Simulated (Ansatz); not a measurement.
**SiH3OF + NH3: a complex and its separated parts**

Aim: how far the complex at one end of a reaction step lies below its separated, relaxed parts, level by level.

Computed with Ansatz 0.2.0, Gaussian basis. Level: PBE0-D4/def2-TZVP structures, single points in def2-TZVPP, no counterpoise correction.

Levels: SPW92, PBE-D4, BLYP-D4, r2SCAN-D4, B97M-V, PBE0-D4, B3LYP-D4, r2SCAN0-D4, BHLYP-D4, CAM-B3LYP-D4, wB97X-V, wB97M-V, B2PLYP, PBE-QIDH, RPA on PBE, Hartree-Fock, MP2, CCSD, CCSD(T).

Cores are frozen in the correlated methods. B3LYP uses VWN-RPA correlation. B2PLYP carries no dispersion term here.

## Step 1: Starting geometry

The complex: 10 atoms, charge 0, spin multiplicity 1.

Atoms are counted from 1 here; the program's logs count them from 0.

Bond lengths: Si1–F2 1.606 Å, Si1–H3 1.479 Å, Si1–H4 1.471 Å, Si1–O5 1.648 Å, O5–H8 0.958 Å, H6–N7 1.013 Å, N7–H9 1.013 Å, N7–H10 1.013 Å. Angles: F2–Si1–H3 109.1°, F2–Si1–H4 112.5°, F2–Si1–O5 106.2°, H3–Si1–H4 118.2°, H3–Si1–O5 107.9°, H4–Si1–O5 102.1°, Si1–O5–H8 117.9°, H6–N7–H9 107.8°, H6–N7–H10 107.2°, H9–N7–H10 107.7°.

Geometry (Å):

```xyz
10

Si   -0.0182    0.1381    0.9292
F     1.4810    0.3854    0.4096
H    -0.3850   -1.2756    0.6939
H    -0.9496    1.1825    0.4754
O     0.0124    0.3877    2.5576
H     0.4685   -0.8533   -2.0375
N    -0.1874   -0.1311   -1.7657
H     0.5174   -0.2238    3.0947
H    -1.0805   -0.3488   -2.1906
H     0.1411    0.7391   -2.1666
```

Its parts: SiH3OF holds atoms 1, 2, 3, 4, 5, 8; NH3 holds atoms 6, 7, 9, 10. Each part counts its atoms afresh in its own runs.

## Step 2: Relaxing SiH3OF alone

File relax-a/in.yaml:

```yaml
crystal:
  periodic: [false, false, false]
  atoms:
    - {symbol: Si, position_ang: [-0.018186, 0.138110, 0.929195]}
    - {symbol: F, position_ang: [1.481018, 0.385359, 0.409565]}
    - {symbol: H, position_ang: [-0.384950, -1.275643, 0.693862]}
    - {symbol: H, position_ang: [-0.949575, 1.182456, 0.475354]}
    - {symbol: O, position_ang: [0.012392, 0.387692, 2.557626]}
    - {symbol: H, position_ang: [0.517450, -0.223825, 3.094676]}
basis:
  gaussian: {orbitals: def2-TZVP}
hamiltonian: {xc: pbe0, dispersion: d4}
relax: {f_tol: 0.005, max_steps: 200}
```

No record of the launch command was kept for these runs.

After this run come: Relaxing NH3 alone; wB97M-V/def2-TZVPP; CCSD(T)/def2-TZVPP; Vibrations of SiH3OF; Vibrations of NH3.

**Question.** What will these runs give? Wanted: complex less parts, CCSD(T)/def2-TZVPP; with zero-point energy; largest T1 diagnostic.

The runs gave:

```
                              quantity      value
complex less parts, CCSD(T)/def2-TZVPP  -0.171 eV
                with zero-point energy  -0.100 eV
                 largest T1 diagnostic      0.011
```

In words: At CCSD(T) the complex lies 0.171 eV below its parts. The functionals run from PBE-QIDH, off by -0.006 eV, to SPW92, off by -0.198 eV, against CCSD(T). Mean unsigned error by rung: LDA 0.198, GGA 0.035, meta-GGA 0.027, hybrid 0.027, range-separated hybrid 0.030, double hybrid 0.024 eV. PBE-D4 gives a relative energy 0.056 eV too low, outside chemical accuracy (1 kcal/mol, 0.043 eV). No counterpoise was applied, and triple zeta lacks some correlation, so the CCSD(T) reference has a basis error of its own, and close matches with it are partly luck.
